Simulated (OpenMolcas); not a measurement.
# A workflow on GaHClO (SMILES [OH][Ga][Cl])

Wanted: a series of 12 runs (UHF/ANO-RCC-VDZP, CASSCF(5,5)/ANO-RCC-VDZP, CASPT2[IPEA 0](5,5)/ANO-RCC-VDZP, CASPT2[IPEA 0.15](5,5)/ANO-RCC-VDZP, CASPT2[IPEA 0.1](5,5)/ANO-RCC-VDZP, CASPT2[IPEA 0](4,5)/ANO-RCC-VDZP, SC-NEVPT2(5,5)/ANO-RCC-VDZP, RASPT2(5,9)/ANO-RCC-VDZP) of ClGaHO. 

Program for the calculation: OpenMolcas 26.06.

1 further run of the same task is left out (it didn't finish).

## Step 1: The molecule

The species is GaHClO (4 atoms), meant as a doublet with charge 0. As SMILES, `[OH][Ga][Cl]`. The shape comes from GFN2-xTB, which is rough for such elements, and wasn't checked as a minimum.

Bond lengths: O1–Ga2 1.752 Å, Ga2–Cl3 2.177 Å, O1–H4 0.953 Å. Angles: O1–Ga2–Cl3 113.7°, Ga2–O1–H4 149.1°.

## Step 2: The energy at UHF/ANO-RCC-VDZP (DKH2, scramble 0.25) (run 1)

Input file step1.input:

```
&gateway
 xbas
 O.ANO-RCC-VDZP
 Ga.ANO-RCC-VDZP
 Cl.ANO-RCC-VDZP
 H.ANO-RCC-VDZP
 End of Basis
 zmat
 O1
 Ga2 1 1.751828
 Cl3 2 2.176834 1 113.7395
 H4 1 0.952753 2 149.1168 3 -178.18592
 End of ZMAT

&seward
 relativistic = R02E00

&scf
 uhf
 spin = 2
 scramble = 0.25
 prorbitals = 1 1
```

Run with:

```bash
$ export MOLCAS_MEM=1860
$ pymolcas step1.input > step1.log
```

Standard output, cut to the lines that bear on the results:

```text
--- Start Module: gateway ---
[...]
--- Stop Module: gateway /rc=_RC_ALL_IS_WELL_ ---
--- Start Module: seward ---
[...]
      Basis functions           64
--- Stop Module: seward /rc=_RC_ALL_IS_WELL_ ---
[...]
--- Start Module: scf ---
[...]
       Convergence after  14 Iterations
[...]
::    Total SCF energy                              -2478.6529799595
[...]
      Total spin, S                                     0.5039847010
[...]
      Total electronic charge=   57.000000
      Total            charge=   -0.000000
[...]
      Dipole Moment (debye):
      Origin of the operator (angstrom)=    0.5723    0.0001    1.7521
                   X= -3.5866E+00               Y=  2.9454E-02               Z= -3.8923E-01           Total=  3.6077E+00
      Quadrupole Moment (debye*angstrom):
[...]
--- Stop Module: scf /rc=_RC_ALL_IS_WELL_ ---
[...]
```

It took 7.5 s on 1 thread of Arm Neoverse V1, shared host; peak memory 0.41 GiB.

## Step 3: The excited states at CASSCF(5,5)/ANO-RCC-VDZP (DKH2, 2 states averaged) (run 2)

Input file step2.input:

```
* ClGaHO CASSCF
>>> EXPORT MOLCAS_PRINT=2
&GATEWAY
XBAS
O.ANO-RCC-VDZP
Ga.ANO-RCC-VDZP
Cl.ANO-RCC-VDZP
H.ANO-RCC-VDZP
End of Basis
ZMAT
O1
Ga2 1 1.751828
Cl3 2 2.176834 1 113.7395
H4 1 0.952753 2 149.1168 3 -178.18592
End of ZMAT
&SEWARD
RELATIVISTIC=R02E00
&RASSCF
FILEORB=$CurrDir/step1.UnaOrb
SPIN=2
NACTEL=5 0 0
INACTIVE=26
RAS2=5
CIROOT=2 2 1
ORBLISTING=Nothing
ORBAPPEAR=Compact
```

Run with:

```bash
$ export MOLCAS_MEM=1860
$ pymolcas step2.input > step2.log
```

Standard output, cut to the lines that bear on the results:

```text
--- Start Module: gateway ---
[...]
--- Stop Module: gateway /rc=_RC_ALL_IS_WELL_ ---
--- Start Module: seward ---
[...]
      Basis functions           64
--- Stop Module: seward /rc=_RC_ALL_IS_WELL_ ---
[...]
--- Start Module: rasscf ---
[...]
      Number of active orbitals                  5
[...]
      Spin quantum number                      0.5
[...]
      Active orbitals                            5
[...]
      Number of CSFs                            75
[...]
      Number of root(s) required                 2
[...]
      Convergence after 40 iterations
[...]
      printout of CI-coefficients larger than  0.05 for root  1
      energy=   -2478.660323
      conf/sym  11111     Coeff  Weight
             1  22u00  -0.97704 0.95461
             2  2u200  -0.06756 0.00456
             4  220u0   0.16717 0.02795
            41  02u02  -0.07156 0.00512
[...]
      Natural orbitals and occupation numbers for root  1
      sym 1:   1.982849   1.998303   1.001085   0.002099   0.015664
      Natural orbitals and occupation numbers for root  2
      sym 1:   1.986339   1.003631   1.968505   0.027016   0.014509
      ************************************************************************************************************************
      *                                                    Final results                                                     *
[...]
::    RASSCF root number  1 Total energy:  -2478.66032260
::    RASSCF root number  2 Total energy:  -2478.51235153
[...]
      Total electronic charge=   57.000000
      Total            charge=   -0.000000
[...]
      Dipole Moment (debye):
      Origin of the operator (angstrom)=    0.5723    0.0001    1.7521
                   X=  2.6228E+00               Y=  3.6059E-02               Z=  9.4780E-01           Total=  2.7891E+00
      Quadrupole Moment (debye*angstrom):
[...]
--- Stop Module: rasscf /rc=_RC_ALL_IS_WELL_ ---
[...]
```

It took 12 s on 1 thread of Arm Neoverse V1, shared host; peak memory 0.41 GiB.

Runs 3 to 7 aren't shown in full; the table further down has their settings and results.

## Step 4: The singlet cation: the energy at CASPT2[IPEA 0](4,5)/ANO-RCC-VDZP (DKH2, ipea shift 0 Eh, pt2 variant SS, sigma1 shift 0.2) (run 8)

Input file step8.input:

```
* ClGaHO CASPT2

&GATEWAY
  Coord
  4
  angstrom
  O        0.908920       0.192400      -0.267110
  Ga      -0.425980      -0.764660       0.341970
  Cl      -2.309890       0.321530       0.440360
  H        1.826950       0.250720      -0.515220
  Basis=ANO-RCC-VDZP
  Group=NoSym

&SEWARD

&RASSCF
  FileOrb=$CurrDir/step2.RasOrb
  Spin=1
  Nactel=4 0 0
  Inactive=26
  Ras2=5
  OrbListing=Nothing
  OrbAppear=Compact

&CASPT2
  IPEA=0
  Sig1=0.2
```

Run with:

```bash
$ export MOLCAS_MEM=1860
$ pymolcas step8.input > step8.log
```

Standard output, cut to the lines that bear on the results:

```text
--- Start Module: gateway ---
[...]
--- Stop Module: gateway /rc=_RC_ALL_IS_WELL_ ---
[...]
      Basis functions           64
[...]
--- Start Module: rasscf ---
[...]
      Number of active orbitals                  5
[...]
      Spin quantum number                      0.0
[...]
      Active orbitals                            5
[...]
      Number of CSFs                            50
[...]
      Number of root(s) required                 1
[...]
      Convergence after 58 iterations
[...]
      printout of CI-coefficients larger than  0.05 for root  1
      energy=   -2478.366721
      conf/sym  11111     Coeff  Weight
             1  22000  -0.97077 0.94240
             8  20200   0.08965 0.00804
             9  20ud0  -0.07079 0.00501
            10  20020   0.05499 0.00302
            15  udud0  -0.09574 0.00917
            20  02200   0.15735 0.02476
[...]
      Natural orbitals and occupation numbers for root  1
      sym 1:   1.929789   1.953986   0.085068   0.028003   0.003154
      ************************************************************************************************************************
      *                                                    Final results                                                     *
[...]
::    RASSCF root number  1 Total energy:  -2478.36672078
[...]
      Total electronic charge=   56.000000
      Total            charge=    1.000000
[...]
      Dipole Moment (debye):
      Origin of the operator (angstrom)=   -0.7755   -0.3154    0.2827
                   X=  3.1048E+00               Y= -3.3604E+00               Z=  2.9965E-01           Total=  4.5850E+00
      Center of Charge (angstrom)
[...]
--- Stop Module: rasscf /rc=_RC_ALL_IS_WELL_ ---
[...]
--- Start Module: caspt2 ---
[...]
      E2 (Variational):          -0.3045519556
      Total energy:           -2478.6712727332
[...]
      Reference weight:           0.89446
[...]
::    CASPT2 Root  1     Total energy:  -2478.67127273
[...]
--- Stop Module: caspt2 /rc=_RC_ALL_IS_WELL_ ---
[...]
```

Wall time 17 s (1 thread of Arm Neoverse V1, shared host); peak memory 0.41 GiB.

Runs 9 to 11 aren't shown in full; the table further down has their settings and results.

## Step 5: Energy and forces at CASPT2[IPEA 0](5,5)/ANO-RCC-VDZP (DKH2, RICD fitting, ipea shift 0 Eh, pt2 variant XMS, 2 states averaged, root 1) (run 12)

Input file step12.inp:

```
* ClGaHO CASPT2

&gateway
  xbas
  O.ANO-RCC-VDZP
  Ga.ANO-RCC-VDZP
  Cl.ANO-RCC-VDZP
  H.ANO-RCC-VDZP
  End of Basis
  zmat
  O1
  Ga2 1 1.751828
  Cl3 2 2.176834 1 113.7395
  H4 1 0.952753 2 149.1168 3 -178.18592
  End of ZMAT
  ricd

&seward
  relativistic
  R02E00

&rasscf
  fileorb
  $CurrDir/step2.RasOrb
  spin
  2
  nactel
  5 0 0
  inactive
  26
  ras2
  5
  ciroot
  2 2 1
  rlxroot
  1
  orblisting
  Nothing
  orbappear
  Compact

&caspt2
  xmultistate
  all
  ipea
  0
  imaginary
  0.2
  grdt
  rlxroot
  1

&alaska
```

Run with:

```bash
$ export MOLCAS_MEM=1860
$ pymolcas step12.inp > step12.log
```

Standard output, cut to the lines that bear on the results:

```text
--- Start Module: gateway ---
[...]
--- Stop Module: gateway /rc=_RC_ALL_IS_WELL_ ---
[...]
      Basis functions           64
[...]
      Number of active orbitals                  5
[...]
      Spin quantum number                      0.5
[...]
      Active orbitals                            5
[...]
      Number of CSFs                            75
[...]
      Number of root(s) required                 2
[...]
      Convergence after  4 iterations
[...]
      printout of CI-coefficients larger than  0.05 for root  1
      energy=   -2478.659999
      conf/sym  11111     Coeff  Weight
             1  22u00  -0.97704 0.95461
             2  2u200  -0.06757 0.00457
             4  220u0   0.16717 0.02794
            41  02u02  -0.07156 0.00512
[...]
      Natural orbitals and occupation numbers for root  1
      sym 1:   1.982848   1.998303   1.001085   0.002099   0.015665
      Natural orbitals and occupation numbers for root  2
      sym 1:   1.986339   1.003630   1.968510   0.027012   0.014509
      ************************************************************************************************************************
      *                                                    Final results                                                     *
[...]
::    RASSCF root number  1 Total energy:  -2478.65999942
::    RASSCF root number  2 Total energy:  -2478.51202528
[...]
      Total energy:           -2478.8523569596
[...]
      Reference weight:           0.87712
[...]
::    XMS-CASPT2 Root  1     Total energy:  -2479.01007451
::    XMS-CASPT2 Root  2     Total energy:  -2478.85239703
[...]
      Total electronic charge=   57.000000
      Total            charge=   -0.000000
[...]
--- Start Module: mclr ---
[...]
      Dipole Moment (debye):
      Origin of the operator (angstrom)=    0.5723    0.0001    1.7521
                   X= -3.0965E+00               Y=  3.1782E-03               Z= -2.4572E+00           Total=  3.9530E+00
      Quadrupole Moment (debye*angstrom):
[...]
--- Stop Module: mclr /rc=_RC_ALL_IS_WELL_ ---
[...]
--- Start Module: alaska ---
[...]
--- Stop Module: alaska /rc=_RC_ALL_IS_WELL_ ---
[...]
```

Run time: 14 s. Hardware: 1 thread of Arm Neoverse V1, shared host; peak memory 0.24 GiB.

## Step 6: All runs side by side

```tsv
run	level	task	scramble	partner	energy (Eh)	dipole moment (D) of the reference	wall time
1	UHF/ANO-RCC-VDZP (DKH2, scramble 0.25)	energy	0.25	base	-2478.652980	3.61	7.5 s
2	CASSCF(5,5)/ANO-RCC-VDZP (DKH2, 2 states averaged)	excited	–	base	-2478.660323	3.67	12 s
3	CASPT2[IPEA 0](5,5)/ANO-RCC-VDZP (DKH2, ipea shift 0 Eh, pt2 variant XMS, 2 states averaged)	excited	–	base	-2479.010474	3.67	8.1 s
4	CASPT2[IPEA 0.15](5,5)/ANO-RCC-VDZP (DKH2, ipea shift 0.15 Eh, pt2 variant RMS, 4 states averaged, sigma1 shift 0.2)	excited	–	base	-2478.982677	4.19	20 s
5	CASSCF(5,5)/ANO-RCC-VDZP (DKH2, 2 states averaged, root 2)	optimise	–	base	not converged	–	17 min
6	CASPT2[IPEA 0.1](5,5)/ANO-RCC-VDZP (DKH2, ipea shift 0.1 Eh, pt2 variant MS, 2 states averaged, second multiplicity 4)	spin-orbit	–	base	-2479.003134	–	21 s
7	CASSCF(5,5)/ANO-RCC-VDZP (DKH2, root 2, 2 states averaged)	gradient	–	base	-2478.512352	–	31 s
8	CASPT2[IPEA 0](4,5)/ANO-RCC-VDZP (DKH2, ipea shift 0 Eh, pt2 variant SS, sigma1 shift 0.2)	energy	–	cation	-2478.671273	–	17 s
9	SC-NEVPT2(5,5)/ANO-RCC-VDZP (DKH2, pt2 variant QD-SC-NEVPT2, 2 states averaged)	excited	–	base	-2479.001869	3.67	9.6 s
10	RASPT2(5,9)/ANO-RCC-VDZP (DKH2, ipea shift 0.25 Eh, pt2 variant SS, 2 states averaged)	excited	–	base	not converged	–	63 s
11	CASSCF(5,5)/ANO-RCC-VDZP (DKH2)	optimise	–	base	-2478.684619	3.97	6.5 min
12	CASPT2[IPEA 0](5,5)/ANO-RCC-VDZP (DKH2, RICD fitting, ipea shift 0 Eh, pt2 variant XMS, 2 states averaged, root 1)	gradient	–	base	-2479.010075	3.67	14 s
```

## Step 7: Outcome

| quantity | value |
| --- | --- |
| run 12, CASPT2[IPEA 0](5,5)/ANO-RCC-VDZP: energy of the lowest of 2 roots | -2479.01007 Eh |
| run 12, CASPT2[IPEA 0](5,5)/ANO-RCC-VDZP: dipole moment (CASSCF density) | 3.67 D |
| run 12, CASPT2[IPEA 0](5,5)/ANO-RCC-VDZP: largest force on an atom | 4.592 eV/Å |
| run 12, CASPT2[IPEA 0](5,5)/ANO-RCC-VDZP: lowest excitation energy within this active space | 4.29 eV |

All runs together took 27 min, the longest 17 min. 2 of the 12 runs did not end normally.
